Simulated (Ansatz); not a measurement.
LaMg6Mn under changes of volume

One of the cells (24.415 Å³/atom); the others are scaled copies at fixed shape and fractional positions:

```xyz
8
Lattice="5.1161 0.0000 0.0000 0.0000 3.3152 5.7580 0.0000 -3.3152 5.7580" Properties=species:S:1:pos:R:3 pbc="T T T"
La    2.5581    0.0000    7.7718
Mn    0.0000    0.0000    9.6288
Mg    2.5581    0.0000    1.8719
Mg    2.5581   -1.7320    4.8261
Mg    2.5581    1.7320    4.8261
Mg    0.0000    0.0000    3.8385
Mg    0.0000   -1.7306    6.6504
Mg    0.0000    1.7306    6.6504
```

The cell comes from a database or a generator and needn't be the stable form of this composition.

```yaml
Program: Ansatz 0.2.0
Functional: PBE
Potentials_or_basis: Ansatz PAW
Cutoff: "420 eV (not typed: the program's choice for these potentials)"
k_mesh: 5 × 5 × 5
Occupations: fermi-dirac, width 0.05 eV
Spin: collinear spin, ferromagnetic start
Starting_moments: "[0.0, 4.0, 0.0, 0.0, 0.0, 0.0, 0.0, 0.0] μB"
```

| volume (Å³/atom) | energy over the lowest point (meV/atom) | pressure (GPa) | moment (μB per cell) | largest force (eV/Å) |
| --- | --- | --- | --- | --- |
| 22.950 | ? | ? | ? | ? |
| 23.438 | 2.85 | 1.3 | 3.86 | 0.123 |
| 23.927 | 0.27 | 0.5 | 3.87 | 0.113 |
| 24.415 | 0.00 | -0.2 | 3.88 | 0.104 |
| 24.903 | 1.83 | -0.9 | 3.90 | 0.095 |
| 25.392 | 5.56 | -1.5 | 3.91 | 0.086 |
| 25.880 | 11.04 | -2.0 | 3.92 | 0.080 |

Task: What does the run at 22.950 Å³/atom give?

Result: Energy over the lowest point 7.97 meV/atom; pressure 2.1 GPa; moment 3.84 μB per cell; largest force 0.133 eV/Å.

Worked out: A Birch-Murnaghan fit of order 3 (a polynomial in V^(-2/3)) to the other rows has its minimum at 24.23 Å³/atom with B0 = V·E''(V) = 35 GPa and B' = 3.6 at fixed shape and positions, which overstates the stiffness. It gives 7.95 meV/atom at 22.950 Å³/atom, against the run's 7.97, and -dE/dV = 2.1 GPa, against 2.1. A straight line through the other rows of the moment, of slope 0.0257 μB per Å³/atom, extrapolates to 3.85 μB, against the run's 3.84.

Energies are extrapolated to zero smearing.
